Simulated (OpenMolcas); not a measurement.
# One shape, several levels: doublet GaSiH4F+

Wanted: a comparison of 6 runs (UB3LYP/6-31G*, U-revPBE/def2-SVP, UBHLYP/def2-SVP, UBLYP/def2-SVP, UM06-L/def2-SVP, ROCCSD(T)/def2-SVP) of doublet GaSiH4F+. 

The calculation is run with OpenMolcas 26.06.

1 further run of the same task is left out (it didn't finish).

## Step 1: The molecule

GaSiH4F+: 7 atoms, total charge +1, spin state doublet. As SMILES of the parent species, `[F][GaH][SiH3]`. The shape is that of a PBE0-D4/def2-TZVP optimisation. That shape belongs to the parent species and isn't relaxed for this state.

Bond lengths: F1–Ga2 1.766 Å, Ga2–Si3 2.406 Å, Ga2–H4 1.565 Å, Si3–H5 1.487 Å, Si3–H6 1.487 Å, Si3–H7 1.487 Å. Angles: F1–Ga2–Si3 112.7°, F1–Ga2–H4 112.3°, Si3–Ga2–H4 135.0°, Ga2–Si3–H5 109.4°, Ga2–Si3–H6 111.2°, Ga2–Si3–H7 109.6°, H5–Si3–H6 108.8°, H5–Si3–H7 108.9°, H6–Si3–H7 108.9°.

## Step 2: The energy at UB3LYP/6-31G(d) (spherical functions) (run 1)

The input, run.inp:

```
* FGaH4Si Kohn-Sham DFT

&GATEWAY
  BASLIB=$CurrDir
  COORD
  7
  angstrom
  F        0.231600      -2.152100       1.342200
  Ga       0.019100      -0.400000       1.279300
  Si      -0.029700       0.450800      -0.970800
  H       -0.096900       0.235400       2.704700
  H       -1.196100      -0.125700      -1.691600
  H       -0.144400       1.933400      -0.983000
  H        1.216400       0.058100      -1.680800
  BASIS=6-31Gs
  GROUP=NoSym

&SEWARD
  GRIDINPUT
  Grid=UltraFine
  End of Grid

&SCF
  UHF
  CHARGE=1
  SPIN=2
  KSDFT=B3LYP
  THRESHOLDS=1e-10 1e-07 1e-07 1e-05
  PRORBITALS=1 2
```

The basis set 6-31G* is read from a file made from the Basis Set Exchange's data (not shown).

Launch:

```sh
export MOLCAS_MEM=1860
pymolcas run.inp > run.log
```

Standard output:

```text
--- Start Module: gateway ---
[...]
--- Stop Module: gateway /rc=_RC_ALL_IS_WELL_ ---
--- Start Module: seward ---
[...]
      Basis functions           72
--- Stop Module: seward /rc=_RC_ALL_IS_WELL_ ---
[...]
--- Start Module: scf ---
[...]
       Convergence after  20 Iterations
[...]
::    Total KS-DFT energy                           -2316.0209329929
[...]
      Total spin, S                                     0.5041242511
[...]
      Total electronic charge=   57.000000
      Total            charge=    1.000000
[...]
      Dipole Moment (debye):
      Origin of the operator (angstrom)=    0.0389   -0.4480    0.7075
                   X= -4.4149E-01               Y=  3.9566E+00               Z= -1.7323E+00           Total=  4.3417E+00
      Center of Charge (angstrom)
[...]
--- Stop Module: scf /rc=_RC_ALL_IS_WELL_ ---
[...]
```

It took 22 s on 1 thread of Intel Xeon 6975P-C (Granite Rapids), shared host; peak memory 0.42 GiB.

## Step 3: The energy at U-revPBE/def2-SVP (run 2)

The input, calc.input:

```
&GATEWAY
  BasLib = $CurrDir
  Coord
  7
  angstrom
  F        0.231600      -2.152100       1.342200
  Ga       0.019100      -0.400000       1.279300
  Si      -0.029700       0.450800      -0.970800
  H       -0.096900       0.235400       2.704700
  H       -1.196100      -0.125700      -1.691600
  H       -0.144400       1.933400      -0.983000
  H        1.216400       0.058100      -1.680800
  Basis = def2-SVP
  Group = NoSym

&SEWARD
  GridInput
  Grid=UltraFine
  End of Grid

&SCF
  UHF
  Charge = 1
  Spin = 2
  KSDFT = revPBE
  Thresholds = 1e-10 1e-07 1e-07 1e-05
  PrOrbitals = 1
```

The basis set def2-SVP is read from a file made from the Basis Set Exchange's data (not shown).

Launch:

```sh
export MOLCAS_MEM=1860
pymolcas calc.input > calc.log
```

Standard output:

```text
--- Start Module: gateway ---
[...]
--- Stop Module: gateway /rc=_RC_ALL_IS_WELL_ ---
--- Start Module: seward ---
[...]
      Basis functions           84
--- Stop Module: seward /rc=_RC_ALL_IS_WELL_ ---
[...]
--- Start Module: scf ---
[...]
       Convergence after  27 Iterations
[...]
::    Total KS-DFT energy                           -2315.6075146979
[...]
      Total spin, S                                     0.5020601588
[...]
      Total electronic charge=   57.000000
      Total            charge=    1.000000
[...]
      Dipole Moment (debye):
      Origin of the operator (angstrom)=    0.0389   -0.4480    0.7075
                   X= -4.0999E-01               Y=  3.6706E+00               Z= -1.6098E+00           Total=  4.0290E+00
      Center of Charge (angstrom)
[...]
--- Stop Module: scf /rc=_RC_ALL_IS_WELL_ ---
[...]
```

Run time: 35 s. Hardware: 1 thread of Intel Xeon 6975P-C (Granite Rapids), shared host; peak memory 0.47 GiB.

## Step 4: A single-point energy at UBHLYP/def2-SVP (run 3)

The input, geom.xyz:

```xyz
7

F      0.231600    -2.152100     1.342200
Ga     0.019100    -0.400000     1.279300
Si    -0.029700     0.450800    -0.970800
H     -0.096900     0.235400     2.704700
H     -1.196100    -0.125700    -1.691600
H     -0.144400     1.933400    -0.983000
H      1.216400     0.058100    -1.680800
```

The input, test.inp:

```
&GATEWAY
 BasLib = $CurrDir
 Coord = geom.xyz
 Basis = def2-SVP
 Group = NoSym

&SEWARD
 GridInput
 Grid=UltraFine
 End of Grid

&SCF
 UHF
 Charge = 1
 Spin = 2
 KSDFT = HYB_GGA_XC_BHANDHLYP
 Thresholds = 1e-10 1e-07 1e-07 1e-05
 PrOrbitals = 1 1
```

The basis set def2-SVP is read from a file made from the Basis Set Exchange's data (not shown).

Launch:

```sh
export MOLCAS_MEM=1860
pymolcas test.inp > test.log
```

Standard output:

```text
--- Start Module: gateway ---
[...]
--- Stop Module: gateway /rc=_RC_ALL_IS_WELL_ ---
--- Start Module: seward ---
[...]
      Basis functions           84
--- Stop Module: seward /rc=_RC_ALL_IS_WELL_ ---
[...]
--- Start Module: scf ---
[...]
       Convergence after  22 Iterations
[...]
::    Total KS-DFT energy                           -2315.7598598002
[...]
      Total spin, S                                     0.5087849799
[...]
      Total electronic charge=   57.000000
      Total            charge=    1.000000
[...]
      Dipole Moment (debye):
      Origin of the operator (angstrom)=    0.0389   -0.4480    0.7075
                   X= -5.2021E-01               Y=  4.6507E+00               Z= -1.9136E+00           Total=  5.0558E+00
      Center of Charge (angstrom)
[...]
--- Stop Module: scf /rc=_RC_ALL_IS_WELL_ ---
[...]
```

Run time: 28 s. Hardware: 1 thread of Intel Xeon 6975P-C (Granite Rapids), shared host; peak memory 0.46 GiB.

Runs 4 to 5 aren't shown in full; the table further down has their settings and results.

## Step 5: A single-point energy at ROCCSD(T)/def2-SVP (run 6)

The input, input.xyz:

```xyz
7

F      0.231600    -2.152100     1.342200
Ga     0.019100    -0.400000     1.279300
Si    -0.029700     0.450800    -0.970800
H     -0.096900     0.235400     2.704700
H     -1.196100    -0.125700    -1.691600
H     -0.144400     1.933400    -0.983000
H      1.216400     0.058100    -1.680800
```

The input, test.input:

```
&GATEWAY
  BasLib=$CurrDir
  Coord=input.xyz
  Basis=def2-SVP
  Group=NoSym

&SEWARD

&SCF
  UHF
  Charge=1
  Spin=2
  Thresholds=1e-10 1e-07 1e-07 1e-05
  PrOrbitals=1 1

&RASSCF
  FileOrb=$Project.UnaOrb
  Spin=2
  Nactel=1 0 0
  Inactive=28
  Ras2=1
  OutOrbitals=Canonical
  OrbListing=Few

&MOTRA
  JobIph
  Frozen=15

&CCSDT
  CCT
  Triples=3
  Iterations=80
  Accuracy=1e-08
  Extrapolation=5 4
```

The basis set def2-SVP is read from a file made from the Basis Set Exchange's data (not shown).

Launch:

```sh
export MOLCAS_MEM=1860
pymolcas test.input > test.log
```

Standard output:

```text
--- Start Module: gateway ---
[...]
--- Stop Module: gateway /rc=_RC_ALL_IS_WELL_ ---
[...]
      Basis functions           84
[...]
       Convergence after  24 Iterations
[...]
::    Total SCF energy                              -2313.1991450011
[...]
      Total spin, S                                     0.5188323163
[...]
      Number of active orbitals                  1
[...]
      Spin quantum number                      0.5
[...]
      Active orbitals                            1
[...]
      Number of CSFs                             1
[...]
      Number of root(s) required                 1
[...]
      Convergence after 14 iterations
[...]
      printout of CI-coefficients larger than  0.05 for root  1
      energy=   -2313.193941
      conf/sym  1     Coeff  Weight
             1  u   1.00000 1.00000
      Natural orbitals and occupation numbers for root  1
      sym 1:   1.000000
      ************************************************************************************************************************
      *                                                    Final results                                                     *
[...]
::    RASSCF root number  1 Total energy:  -2313.19394090
[...]
      Total electronic charge=   57.000000
      Total            charge=    1.000000
[...]
      Dipole Moment (debye):
      Origin of the operator (angstrom)=    0.0389   -0.4480    0.7075
                   X= -5.5240E-01               Y=  5.1353E+00               Z= -2.8752E+00           Total=  5.9113E+00
      Center of Charge (angstrom)
[...]
--- Start Module: motra ---
[...]
      *** WARNING: Default frozen orbitals is overwritten by user input.
      *** Default values:  17
[...]
--- Stop Module: motra /rc=_RC_ALL_IS_WELL_ ---
--- Start Module: ccsdt ---
[...]
      Convergence after                    25  Iterations
      Total energy (diff) :   -2313.70977561       0.00000000
[...]
 METHOD                       : CCSD+T(CCSD)+<T3(1)WT1>+<T3(1)UT2> = CCSD(T)
[...]
       CCSD     =     -2313.7097756113540
[...]
--- Stop Module: ccsdt /rc=_RC_ALL_IS_WELL_ ---
[...]
```

It took 47 s on 1 thread of Intel Xeon 6975P-C (Granite Rapids), shared host; peak memory 0.46 GiB.

## Step 6: The series

```
run                                level  integration grid  frozen core orbitals   energy (Eh)  HOMO energy (eV)  LUMO energy (eV)   ⟨S²⟩  wall time
  1  UB3LYP/6-31G* (spherical functions)         UltraFine                     –  -2316.020933            -14.93            -12.46  0.758       22 s
  2                    U-revPBE/def2-SVP         UltraFine                     –  -2315.607515            -13.80            -12.85  0.754       35 s
  3                      UBHLYP/def2-SVP         UltraFine                     –  -2315.759860            -16.54            -11.55  0.768       28 s
  4                       UBLYP/def2-SVP         UltraFine                     –  -2315.892971            -13.67            -12.78  0.754       35 s
  5                      UM06-L/def2-SVP         UltraFine                     –  -2315.773120            -14.16            -12.93  0.756       46 s
  6                   ROCCSD(T)/def2-SVP                 –                    15  -2313.723878                 –                 –      –       47 s
```

## Step 7: Outcome

| quantity | value |
| --- | --- |
| run 6: total energy | -2313.72388 Eh |
| run 6: (T) correction | -14.10 mEh |

In words: Totals of different functionals can't be ranked against each other. All runs together took 3.5 min, the longest 47 s.
